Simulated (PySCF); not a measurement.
# Ge2H7N: the cost of one run

Computed with PySCF 2.14.0, with density-fitted response routines of our own, on a single molecule in the gas phase. Atoms are numbered from 0 throughout.

**1. The starting structure**

10 atoms, charge 0, multiplicity 1; geometry from: GFN2-xTB. The atoms were then displaced at random by about 0.01 Å, so the start is not that level's minimum.

Bonds of the start (Å): Ge0–N1 1.80, N1–Ge2 1.81, Ge0–H3 1.48, Ge0–H4 1.53, Ge0–H5 1.49, N1–H6 1.01, Ge2–H7 1.48, Ge2–H8 1.53, Ge2–H9 1.51.

**2. Optimising the geometry at PBE0-D3(BJ)/def2-SVP**

What the job is given:

```
{"job": {"xc": "PBE0", "basis": "def2-SVP", "d3": "d3bj", "grid": 1, "shake": 0.01, "kind": "geom"}, "charge": 0, "multiplicity": 1}
Ge    -1.592560    -0.041990     0.002800
N      0.043460     0.715270    -0.058710
Ge     1.575290    -0.240040    -0.080850
H     -1.649590    -0.994130    -1.128040
H     -2.584160     1.103510    -0.194600
H     -1.912890    -0.724910     1.288520
H      0.130400     1.609380     0.412270
H      1.498300    -1.206120    -1.201850
H      1.843980    -0.985850     1.226150
H      2.698190     0.743950    -0.286750
```

Launch:

```sh
$ OMP_NUM_THREADS=1 python probes_run.py task.json out
```

The driver reads the jobs from task.json and runs them one after another.

Q: Estimate the wall time and peak memory of this first job on 1 thread of Arm Neoverse N1, shared host.

About 95 s, with a peak of 0.48 GiB.
